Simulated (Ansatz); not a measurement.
**CH3AlF2O: how energies converge with the basis set**

How large a basis does CH3AlF2O need? Two functionals are run in growing sets.

The runs use Ansatz 0.2.0, Gaussian basis; one geometry, several basis sets.

Levels to be run: PBE0-D4/def2-SVP; ωB97M-V/def2-SVP; PBE0-D4/def2-QZVPP; ωB97M-V/def2-QZVPP; the functionals' def2-TZVPP values are taken from earlier runs.

### Step 1. Structure used throughout

The geometry comes from an earlier relaxation with PBE0-D4 in a triple-zeta def2 set; it is a stationary point, not always the lowest conformer.

SMILES `O[C](F)(F)[AlH2]`, 8 atoms, charge 0, spin multiplicity 1.

Atoms are counted from 1 here; the program's logs count them from 0.

Bond lengths: O1–C2 1.360 Å, O1–H6 0.969 Å, C2–F3 1.376 Å, C2–F4 1.377 Å, C2–Al5 2.021 Å, Al5–H7 1.579 Å, Al5–H8 1.579 Å. Angles: C2–O1–H6 109.4°, O1–C2–F3 109.2°, O1–C2–F4 109.2°, O1–C2–Al5 108.1°, F3–C2–F4 103.6°, F3–C2–Al5 113.3°, F4–C2–Al5 113.3°, C2–Al5–H7 117.9°, C2–Al5–H8 117.9°, H7–Al5–H8 124.3°.

### Step 2. PBE0-D4 in def2-SVP

in.yaml reads:

```yaml
crystal:
  periodic: [false, false, false]
  atoms:
    - {symbol: O, position_ang: [-0.296307, 1.197512, 0.848137]}
    - {symbol: C, position_ang: [0.437224, 0.147772, 0.390062]}
    - {symbol: F, position_ang: [0.750332, -0.681011, 1.443520]}
    - {symbol: F, position_ang: [1.663715, 0.603458, -0.037644]}
    - {symbol: Al, position_ang: [-0.623252, -0.772807, -1.062785]}
    - {symbol: H, position_ang: [0.195380, 1.653864, 1.547917]}
    - {symbol: H, position_ang: [-0.432295, -0.269785, -2.547225]}
    - {symbol: H, position_ang: [-1.602596, -1.936102, -0.637683]}
basis:
  gaussian: {orbitals: def2-SVP}
hamiltonian: {xc: pbe0, dispersion: d4}
output: {orbitals: {seedname: orbitals}}
```

The run is started by

```sh
$ ansatz run in.yaml --threads 2 --pin off --events-out ev --progress --plain --max-ram 4352MiB
```

The runs that follow: ωB97M-V in def2-SVP; PBE0-D4 in def2-QZVPP; ωB97M-V in def2-QZVPP.

**Question.** What will the summary of the whole plan be? Wanted: PBE0-D4: double and triple zeta above quadruple; ωB97M-V: double and triple zeta above quadruple.

The runs gave:

```
                                       quantity           value
PBE0-D4: double and triple zeta above quadruple  13.32, 0.65 eV
ωB97M-V: double and triple zeta above quadruple  13.51, 0.62 eV
```

For PBE0-D4 the step from double to triple zeta gains 12.66 eV and the next only 0.65 eV. These are total energies; as a rule much of such shifts cancels in differences, which this series doesn't test.
